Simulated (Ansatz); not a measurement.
# BCl₃H₂Si: basis-set convergence

One table from this session's results is given with a row withheld; the runs are named, their logs left out.

The runs use Ansatz 0.2.0, Gaussian basis; one geometry, several basis sets.

Plan: PBE0-D4/def2-SVP; ωB97M-V/def2-SVP; PBE0-D4/def2-QZVPP; ωB97M-V/def2-QZVPP; the functionals' def2-TZVPP values are taken from earlier runs.

### The relaxed structure

The geometry comes from an earlier relaxation with PBE0-D4 in a triple-zeta def2 set; it is a stationary point, not always the lowest conformer.

SMILES `B[Si](Cl)(Cl)Cl`, 7 atoms, charge 0, spin multiplicity 1.

Atoms are counted from 1 here; the program's logs count them from 0.

Bond lengths: B1–Si2 1.997 Å, B1–H6 1.192 Å, B1–H7 1.192 Å, Si2–Cl3 2.041 Å, Si2–Cl4 2.050 Å, Si2–Cl5 2.041 Å. Angles: Si2–B1–H6 119.9°, Si2–B1–H7 119.9°, H6–B1–H7 120.1°, B1–Si2–Cl3 114.0°, B1–Si2–Cl4 103.4°, B1–Si2–Cl5 114.0°, Cl3–Si2–Cl4 108.8°, Cl3–Si2–Cl5 107.5°, Cl4–Si2–Cl5 108.8°.

Set-up of the first run:

in.yaml reads:

```yaml
crystal:
  periodic: [false, false, false]
  atoms:
    - {symbol: B, position_ang: [0.273032, 0.172559, 1.230256]}
    - {symbol: Si, position_ang: [-0.137714, -0.042574, -0.712587]}
    - {symbol: Cl, position_ang: [-1.885444, 0.836324, -1.294356]}
    - {symbol: Cl, position_ang: [-0.310347, -2.072392, -0.941412]}
    - {symbol: Cl, position_ang: [1.333886, 0.636899, -1.952827]}
    - {symbol: H, position_ang: [-0.616200, 0.263322, 2.019193]}
    - {symbol: H, position_ang: [1.403986, 0.137863, 1.605933]}
basis:
  gaussian: {orbitals: def2-SVP}
hamiltonian: {xc: pbe0, dispersion: d4}
output: {orbitals: {seedname: orbitals}}
```

Started as:

```bash
$ ansatz run in.yaml --threads 4 --pin off --events-out ev --progress --plain --max-ram 10444MiB
```

Among the steps run: PBE0-D4 in def2-SVP; ωB97M-V in def2-SVP; PBE0-D4 in def2-QZVPP; ωB97M-V in def2-QZVPP.

One of the session's tables, all rows but one given; the rest of the session is left out.

It belongs to the step «Density functionals: the series». 

| functional | basis | HOMO (eV) | LUMO (eV) |
| --- | --- | --- | --- |
| PBE0-D4 | def2-SVP | ? | ? |
| PBE0-D4 | def2-TZVPP | -8.73 | -3.10 |
| PBE0-D4 | def2-QZVPP | -8.76 | -3.12 |
| ωB97M-V | def2-SVP | -10.72 | -0.98 |
| ωB97M-V | def2-TZVPP | -10.85 | -1.10 |
| ωB97M-V | def2-QZVPP | -10.88 | -1.15 |

**Question.** Estimate the row for PBE0-D4, def2-SVP.

**Answer.** HOMO (eV): -8.65; LUMO (eV): -3.05. In the column «HOMO (eV)» it is the highest.
